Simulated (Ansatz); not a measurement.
Predict the output of the script below (Ansatz's Python interface).

`run_ecut.py`
```python
# -*- coding: utf-8 -*-
import ansatz
import pandas as pd
from pymatgen.core import Lattice, Structure
from pymatgen.io.ase import AseAtomsAdaptor

pmg_structure = Structure(
    Lattice([(3.7986, 0.0, 0.0), (0.0, 3.7986, 0.0), (0.0, 0.0, 4.8408)]),
    ["Sn", "Sn", "O", "O"],
    [
        (0.5, 0.0, 0.2369),
        (0.0, 0.5, 0.7631),
        (0.0, 0.0, 0.0),
        (0.5, 0.5, 0.0),
    ],
)
crystal = ansatz.Crystal.from_ase(AseAtomsAdaptor.get_atoms(pmg_structure))

model = (
    crystal.calculation()
    .functional("r2SCAN")
    .kpoints(6, 6, 4)
    .occupations("Fixed")
)

rows = []
for value in [250, 300, 350, 400]:
    data = model.basis(value).run().report
    rows.append((value, data["free_energy_ev"] / len(data["lattice"]["sites"]), data["n_iterations"], data["n_pw"]))

table = pd.DataFrame(rows, columns=["cutoff (eV)", "F/atom (eV)", "iterations", "plane waves"])
print(table.round(5).to_string(index=False))

for row in rows[:-1]:
    shift = 1000 * (row[1] - rows[-1][1])
    print(f"{row[0]}: {shift:+.2f} meV/atom" + ("  (within 2 meV)" if abs(shift) < 2 else ""))
```

```console
$ python run_ecut.py
DeckWarning: basis.ecutwfc = 250 eV is below the records' recommended 500 eV, and the density's cutoff is lower with it unless basis.ecutrho_ratio is high enough to keep the records' density cutoff: compare with a run at a higher cutoff
RunWarning: iter 1: σ=0 fill of 20 bands saw a band overlap (occupied 10.2263 eV > unoccupied 10.2017 eV) — on an unconverged iterate often a transient of an unconverged empty band; one that stands at the close is told there (band_overlap_at_count); if the run fails to converge, the spectrum is likely genuinely [...]
DeckWarning: basis.ecutwfc = 300 eV is below the records' recommended 500 eV, and the density's cutoff is lower with it unless basis.ecutrho_ratio is high enough to keep the records' density cutoff: compare with a run at a higher cutoff
DeckWarning: basis.ecutwfc = 350 eV is below the records' recommended 500 eV, and the density's cutoff is lower with it unless basis.ecutrho_ratio is high enough to keep the records' density cutoff: compare with a run at a higher cutoff
DeckWarning: basis.ecutwfc = 400 eV is below the records' recommended 500 eV, and the density's cutoff is lower with it unless basis.ecutrho_ratio is high enough to keep the records' density cutoff: compare with a run at a higher cutoff
 cutoff (eV)  F/atom (eV)  iterations  plane waves
         250  -3302.58098           7          617
         300  -3303.44637           8          837
         350  -3303.62690           8         1027
         400  -3303.66452           7         1247
250: +1083.55 meV/atom
300: +218.15 meV/atom
350: +37.63 meV/atom
```
(Warnings from the package without file and line, shortened.)

Reading the output:
- The starting cell is as deposited in a crystallographic database; the results hold for this polymorph, which needn't be the stable one.
- Shifts are counted from the last row, which is itself no proven limit.
- Hardware and time: 13 s on 1 thread of Arm Neoverse V2, with other jobs on the host, peak memory 0.55 GiB.
